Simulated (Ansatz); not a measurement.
Predict the output of the script below (the Python package of Ansatz (0.2.0)).

The script, `mn3re_orders.py`:
```python
"""Ferro, antiferro and non-magnetic states of Mn3Re."""

import ansatz as az
import numpy as np


def count_gap(report):
    # lowest empty less highest filled band, counting bands; zero where they overlap
    return max(report.get("gap_by_band_count_ev") or 0.0, 0.0)

CELL = [
    [0.0, 2.910922, 2.910922],
    [2.910922, 0.0, 2.910922],
    [5.821844, 5.821844, 0.0],
]
ATOMS = [
    ("Mn", [0.25, 0.25, 0.125]),
    ("Mn", [0.75, 0.75, 0.375]),
    ("Mn", [0.5, 0.5, 0.25]),
    ("Re", [0.0, 0.0, 0.0]),
    ("Mn", [0.25, 0.25, 0.625]),
    ("Mn", [0.75, 0.75, 0.875]),
    ("Mn", [0.5, 0.5, 0.75]),
    ("Re", [0.0, 0.0, 0.5]),
]


def magnet(moments):
    crystal = az.Crystal(lattice=az.Lattice.of(CELL))
    for (symbol, position), moment in zip(ATOMS, moments):
        crystal = crystal.atom(symbol, position, moment=moment or None)
    return crystal

# starting moments in muB, one an atom
orders = {
    "FM": [4.8, 4.8, 4.8, 0, 4.8, 4.8, 4.8, 0],
    "AFM": [4.8, 4.8, 4.8, 0, -4.8, -4.8, -4.8, 0],
    "AFM-alternating": [4.8, -4.8, 4.8, 0, -4.8, 4.8, -4.8, 0],
    "ferri": [4.8, 4.8, 4.8, 0, 4.8, 4.8, -4.8, 0],
}

rows = []
for label, moments in orders.items():
    model = (
        magnet(moments).calculation()
        .functional("lda")
        .pseudopotentials("paw")
        .kpoints(8, 8, 8)
        .occupations("fermi_dirac", width=50 * az.meV)
        .spin("collinear")
        .band_table()
    )
    summary = model.run().report
    rows.append((label, summary["free_energy_ev"], summary["magnetization_mub"], summary["absolute_magnetization_mub"], max(abs(m) for m in summary["site_moments_mub"]), count_gap(summary)))
    print(label, "site moments:", [round(m, 2) for m in summary["site_moments_mub"]])

# the same cell with no spin polarisation
plain = (
    magnet([0] * len(ATOMS)).calculation()
    .functional("lda")
    .pseudopotentials("paw")
    .kpoints(8, 8, 8)
    .occupations("fermi_dirac", width=50 * az.meV)
    .band_table()  # levels at the mesh points
)
summary = plain.run().report
rows.append(("NM", summary["free_energy_ev"], 0.0, 0.0, 0.0, count_gap(summary)))

lowest = min(row[1] for row in rows)
rows = [(row[0], 1000 * (row[1] - lowest) / 6, *row[2:]) for row in sorted(rows, key=lambda row: row[1])]
for row in rows:
    print("; ".join(f"{name} = {round(v, 4) if isinstance(v, float) else v}" for name, v in zip(["order", "meV/magnetic atom", "net muB", "absolute muB", "largest site muB", "gap by band count eV"], row)))
print("lowest of these starts:", rows[0][0])
```

```console
$ python mn3re_orders.py
DeckWarning: basis.ecutwfc = 420 eV, auto-derived from the records' recommended cutoffs: set by Mn (normal level)
FM site moments: [0.62, 0.62, 2.42, -0.03, 0.62, 0.62, 2.42, -0.03]
AFM site moments: [0.8, 0.8, 2.42, -0.0, -0.8, -0.8, -2.42, 0.0]
RunWarning: the starting moments were not kept: 2 of 6 ended reversed and 4 kept their direction, counting a site from 0.1 μB. The largest reversed, site 5 (counted from 0, in the order of the report's site_moments_mub), started with +4.8 μB and closes at -8.0e-1 μB in its sphere. The SCF closed on another magnetic arrangement than the starting moments describe; that does not show which of the two is lower. To try another start: change the starting moments (crystal.atoms[].spin, [...]
AFM-alternating site moments: [0.8, 0.8, 2.42, 0.0, -0.8, -0.8, -2.42, -0.0]
ferri site moments: [0.62, 0.62, 2.42, -0.03, 0.62, 0.62, 2.42, -0.03]
order = AFM-alternating; meV/magnetic atom = 0.0; net muB = 0.0; absolute muB = 8.6257; largest site muB = 2.4231; gap by band count eV = 0.0
order = AFM; meV/magnetic atom = 0.0; net muB = 0.0; absolute muB = 8.6257; largest site muB = 2.4231; gap by band count eV = 0.0
order = FM; meV/magnetic atom = 4.3749; net muB = 7.4595; absolute muB = 7.7855; largest site muB = 2.4173; gap by band count eV = 0.0
order = ferri; meV/magnetic atom = 4.3749; net muB = 7.4595; absolute muB = 7.7855; largest site muB = 2.4173; gap by band count eV = 0.0
order = NM; meV/magnetic atom = 126.6353; net muB = 0.0; absolute muB = 0.0; largest site muB = 0.0; gap by band count eV = 0.0
lowest of these starts: AFM-alternating
```
(Warnings from the package without file and line, shortened, repeats left out.)

In order of energy: antiferro- or ferrimagnetic (+0.0 meV an atom, largest site moment 2.42 μB), antiferro- or ferrimagnetic (+0.0 meV an atom, largest site moment 2.42 μB), ferromagnetic (+3.3 meV an atom, largest site moment 2.42 μB), ferromagnetic (+3.3 meV an atom, largest site moment 2.42 μB) and non-magnetic (+95.0 meV an atom, largest site moment 0.00 μB). These are the states reached from the starts typed.

Reading the output:
- The SCF didn't keep the moments it started from (some shrank, vanished or turned); what is printed is the state reached.
- A gap by band count of zero or less means overlapping bands, a metal.
- The structure comes from a database of computed cells and needn't be a stable or known phase.
- Levels are Kohn-Sham eigenvalues on this mesh, without spin-orbit coupling.
- Each row is the state reached from that start at the given structure, not necessarily the lowest of its order; other orders weren't tried.
- The whole script took 9.5 min on 1 thread of Arm Neoverse V2, with other jobs on the host, peak memory 1.1 GiB.
